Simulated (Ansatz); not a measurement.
**Reference phase of Al, 1 atom**

Wanted: energy, pressure and frontier levels of the defect-free cell (PBEsol, HSE06 and r²SCAN).

Method: density functional theory in Ansatz 0.2.0, PAW datasets, plane waves.

## (1) The system as built

1 atoms (1 Al); a = 2.839 Å, b = 2.839 Å, c = 2.839 Å, α = 60.00°, β = 60.00°, γ = 60.00°.

The runs, in order: (2) PBEsol single point at a 13×13×13 mesh, on 7 threads of Arm Neoverse-V2; (3) HSE06 single point at a 13×13×13 mesh, on 7 threads of Arm Neoverse-V2; (4) r²SCAN single point at a 13×13×13 mesh, on 7 threads of Arm Neoverse-V2.

## (2) PBEsol on the given atoms

in.yaml reads:

```yaml
crystal:
  lattice:
    - [0.000000, 2.007381, 2.007381]
    - [2.007381, 0.000000, 2.007381]
    - [2.007381, 2.007381, 0.000000]
  atoms:
    - { symbol: Al, position: [0.000000, 0.000000, 0.000000] }
kpoints:
  mp_grid: { grid: [13, 13, 13] }
hamiltonian:
  xc: pbesol
scf:
  occupations: { method: fermi_dirac, width: 0.1 }
output:
  forces: true
  eigenvalues: true
  stress: true
  populations: true
```

## (3) HSE06 single point

in.yaml: that of step 2 with these lines changed.

```diff
@@ -10,3 +10,3 @@
 hamiltonian:
-  xc: pbesol
+  xc: hse06
 scf:
@@ -16,3 +16,2 @@
   eigenvalues: true
-  stress: true
   populations: true
```

## (4) r²SCAN on the same atoms

in.yaml: that of step 3 with these lines changed.

```diff
@@ -10,3 +10,3 @@
 hamiltonian:
-  xc: hse06
+  xc: r2scan
 scf:
```

What does the calculation give? Wanted: for each run, energy; pressure.

The runs gave:

| level | time | energy (eV/atom) | pressure (GPa) |
| --- | --- | --- | --- |
| PBEsol | 0.7 s (7 CPU threads) | -524.5448 | -0.04 |
| HSE06 | 11 s (7 CPU threads) | -537.8472 | - |
| r²SCAN | 0.7 s (7 CPU threads) | -540.4065 | - |

**Reading.** No level run gives a gap: levels at the Fermi energy are partly filled.
